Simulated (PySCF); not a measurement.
# [Yb(HCN)]3+: other functionals and bases at one geometry

Aim: see how levels, charges and forces of [Yb(HCN)]3+ depend on the level of theory. The structure is generated, not taken from experiment.

The runs use PySCF 2.14.0; several levels, as the steps say, no spin–orbit coupling.

1 further run of the same task is left out (for a known fault of the program).

## 1. The system as given

4 atoms, charge 3, spin multiplicity 1.

Bond lengths: Yb1–N2 2.153 Å, N2–C3 1.167 Å, C3–H4 1.118 Å. Angles: Yb1–N2–C3 180.0°, N2–C3–H4 180.0°.

Geometry (Å):

```
Yb    0.0000    0.0000   -0.1981
N     0.0000    0.0000    1.9551
C     0.0000    0.0000    3.1221
H     0.0000    0.0000    4.2403
```

Formal oxidation states: Yb +3. Each metal's 13 4f electrons lie in its core potential, so multiplicities, spins and levels count the valence alone. An earlier session relaxed this geometry at PBE0, Yb lcecp-1-SVP with ECP59, N def2-SVP, C def2-SVP, H def2-SVP (singlet, point group C∞v).

At PBE0 on the finer grid: E = -131.299774 Eh, HOMO -27.42 eV, LUMO -19.96 eV, Mulliken charge on Yb1 +2.48 e, largest force component 0.002 eV/Å. 

Levels to run: TPSS; revPBE; PBE0, TZVP. Hardware: 2 threads of Intel Xeon Platinum 8488C (Sapphire Rapids), shared host.

## 2. TPSS

Contents of run.py (the lines that set the calculation):

```python
mol = gto.M(atom='''
Yb     0.00000     0.00000    -0.19815
N      0.00000     0.00000     1.95510
C      0.00000     0.00000     3.12215
H      0.00000     0.00000     4.24026''',
    basis={'Yb': 'lcecp-1-SVP', 'N': 'def2-SVP', 'C': 'def2-SVP', 'H': 'def2-SVP'},
    ecp={'Yb': 'lcecp-1-SVP'},
    charge=3, spin=0)
mf = dft.RKS(mol, xc='TPSS')
mf.grids.atom_grid = (75, 302)  # f atoms: unpruned, at least (60, 302)
mf = mf.density_fit()  # fitting sets: Yb AutoAux, N def2-universal-JKFIT, C def2-universal-JKFIT, H def2-universal-JKFIT
mf.conv_tol = 1e-08; mf.max_cycle = 55
mf.kernel(dm0)  # dm0: the density of the relaxed state
```

Started as:

```sh
> OMP_NUM_THREADS=2 python run.py
```

## 3. revPBE

Changes to run.py (the lines that set the calculation) since step 2:

```diff
@@ -8,3 +8,3 @@
     charge=3, spin=0)
-mf = dft.RKS(mol, xc='TPSS')
+mf = dft.RKS(mol, xc='PBE_R,PBE')
 mf.grids.atom_grid = (75, 302)  # f atoms: unpruned, at least (60, 302)
```

## 4. PBE0, TZVP

Basis: Yb lcecp-1-TZVP with ECP59, N def2-TZVP, C def2-TZVP, H def2-TZVP. 

Contents of run.py (the lines that set the calculation):

```python
mol = gto.M(atom='''
Yb     0.00000     0.00000    -0.19815
N      0.00000     0.00000     1.95510
C      0.00000     0.00000     3.12215
H      0.00000     0.00000     4.24026''',
    basis={'Yb': 'lcecp-1-TZVP', 'N': 'def2-TZVP', 'C': 'def2-TZVP', 'H': 'def2-TZVP'},
    ecp={'Yb': 'lcecp-1-TZVP'},
    charge=3, spin=0)
mf = dft.RKS(mol, xc='PBE0')
mf.grids.atom_grid = (75, 302)  # f atoms: unpruned, at least (60, 302)
mf = mf.density_fit()  # fitting sets: Yb AutoAux, N def2-universal-JKFIT, C def2-universal-JKFIT, H def2-universal-JKFIT
mf.conv_tol = 1e-08; mf.max_cycle = 55
mf.kernel(dm0)  # dm0: free metal ions and neutral atoms
```

What does the calculation give? Wanted: for each run, HOMO; gap; charge on Yb1; dipole; largest force.

As calculated:

| level | state | HOMO (eV) | gap (eV) | charge on Yb1 (e) | dipole (D) | largest force (eV/Å) | basis functions | time |
| --- | --- | --- | --- | --- | --- | --- | --- | --- |
| PBE0 (relaxed here) | singlet | -27.42 | 7.46 | 2.48 | 5.52 | 0.00 | 66 | 3.8 s |
| TPSS | singlet | -26.12 | 5.36 | 2.45 | 5.70 | 1.11 | 66 | 2.9 s |
| revPBE | singlet | -26.12 | 5.11 | 2.42 | 5.77 | 1.58 | 66 | 2.1 s |
| PBE0, TZVP | singlet | -27.33 | 7.41 | 2.59 | 5.57 | 0.85 | 115 | 5.5 s |

Times are on 2 threads of Intel Xeon Platinum 8488C (Sapphire Rapids), shared host; the first row also made further properties. The dipole of a charged species depends on the origin, so these sizes hold for this origin alone.

In one basis the HOMO–LUMO gap runs from 5.11 eV (revPBE) to 7.46 eV (PBE0). The largest leftover force, 1.58 eV/Å with revPBE, stands at a geometry relaxed at another level. The Mulliken charge on Yb spans +2.42 to +2.59 e over the levels. With 4f in the core, its levels are missing from HOMO and gap. Total energies of different levels can't be compared. Spin–orbit coupling is left out throughout.
